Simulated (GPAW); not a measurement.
Crystal: SiSe.

```
Si Se
1.0
     3.59520    0.00000    0.00000
    -1.79760    3.11353    0.00000
     0.00000    0.00000    3.59873
Si Se
1 1
Direct
  0.66667 0.33333 0.50000
  0.00000 0.00000 0.00000
```

The cell was built by a generator and needn't be a form met in nature.

* Program: GPAW 26.7.0
* Task: relaxation of cell and atoms
* Functional: BLYP
* Dispersion: D3(op)
* Potentials or basis: PAW data sets generated in the run's folder for this functional
* Cutoff: 600 eV
* Basis: pw
* k mesh: 7 × 7 × 6
* Occupations: fermi-dirac, width 0.05 eV
* Spin: no spin polarisation

At the start: pressure 1.7 GPa; volume 20.14 Å³/atom.

**Question.** How do energy, volume and symmetry change on relaxing?

**Answer.** Over 11 steps the energy falls by 83.1 meV/atom and the volume is 22.84 Å³/atom (+13.4 %); space group P-6m2 (No. 187, to 0.05 Å).

Step by step:
```csv
step,energy change (eV),largest force (eV/Å),pressure (GPa),volume (Å³)
1,0.0000,0.0000,1.67,40.28
2,-0.0017,0.0000,1.49,40.47
3,-0.0148,0.0000,2.48,42.03
4,-0.1624,0.0000,-2.11,45.99
5,-0.1114,0.0000,11.12,44.07
6,-0.1653,0.0000,-0.61,45.68
7,-0.1656,0.0000,-0.13,45.60
8,-0.1658,0.0000,0.24,45.56
9,-0.1661,0.0000,0.38,45.57
10,-0.1662,0.0000,0.25,45.64
11,-0.1663,0.0000,0.07,45.68
```

Final structure:
```cif
data_structure
_symmetry_space_group_name_H-M 'P 1'
_symmetry_Int_Tables_number 1
_cell_length_a 3.7672
_cell_length_b 3.7672
_cell_length_c 3.7167
_cell_angle_alpha 90.000
_cell_angle_beta 90.000
_cell_angle_gamma 120.000
_cell_volume 45.68
loop_
_atom_site_label
_atom_site_type_symbol
_atom_site_fract_x
_atom_site_fract_y
_atom_site_fract_z
_atom_site_occupancy
Si1 Si 0.66667 0.33333 0.50000 1
Se1 Se 0.00000 0.00000 0.00000 1
```

Caveat: later steps reuse the first step's grids; pairwise dispersion overbinds metals, which lowers pressure and volume.
